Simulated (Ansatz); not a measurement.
## C₃H₈B (charge -1), SMILES [BH3-]C(=C)C: a ladder of methods at one geometry, step by step

Computed with Ansatz 0.2.0 through its Python package.

At the Python prompt:
```pycon
>>> import ansatz as az
>>> GEOMETRY = '''
... B     0.05590    1.44790    0.22470
... C     0.15860   -0.11520   -0.01620
... C     1.36250   -0.70040   -0.09420
... C    -1.10430   -0.92160   -0.15430
... H     0.59950    2.02740   -0.66360
... H     0.57940    1.73000    1.25770
... H    -1.08520    1.79060    0.26580
... H     2.27610   -0.12050    0.00520
... H     1.45550   -1.76960   -0.25870
... H    -1.71250   -0.82260    0.76950
... H    -0.89180   -1.99980   -0.31900
... H    -1.69380   -0.54600   -1.01710
... '''
>>> system = az.Crystal.molecule()
>>> for line in GEOMETRY.strip().splitlines():
...     symbol, *xyz = line.split()
...     system = system.atom(symbol, [float(v) for v in xyz])
...
>>> calc = system.calculation().basis(gaussian='cc-pVDZ').charge(-1)
>>> methods = ['mp2', 'ccsd', 'ccsd_t']
>>> batch = az.Session.batch([calc.correlation(m).input() for m in methods])
>>> reports = sorted(batch.plan().execute().molecular_reports, key=lambda each: each['member'])
>>> print(f'Hartree-Fock reference {reports[0]["reference_energy_ev"] / 27.211386246:.6f} Ha')
Hartree-Fock reference -142.904049 Ha
>>> best = reports[-1]['free_energy_ev'] - reports[-1]['reference_energy_ev']
>>> for method, each in zip(methods, reports):
...     gained = each['free_energy_ev'] - each['reference_energy_ev']
...     print(f'{method:8s} total {each["free_energy_ev"] / 27.211386246:.6f} Ha  correlation {gained:9.4f} eV  ({100 * gained / best:.1f} % of the last)')
...
mp2      total -143.443011 Ha  correlation  -14.6659 eV  (87.5 % of the last)
ccsd     total -143.500529 Ha  correlation  -16.2311 eV  (96.8 % of the last)
ccsd_t   total -143.520106 Ha  correlation  -16.7638 eV  (100.0 % of the last)
```

Reading the output:
- The settings weren't tested for convergence.
- The geometry is a force-field or estimated start, not a minimum of this method, and the basis set is short of its limit. A lower total doesn't mark the better method: functionals have no common bound, and MP2 and coupled cluster aren't variational.
- Inner cores stay frozen, so this is valence correlation.
- Anions want diffuse functions, which this basis lacks.
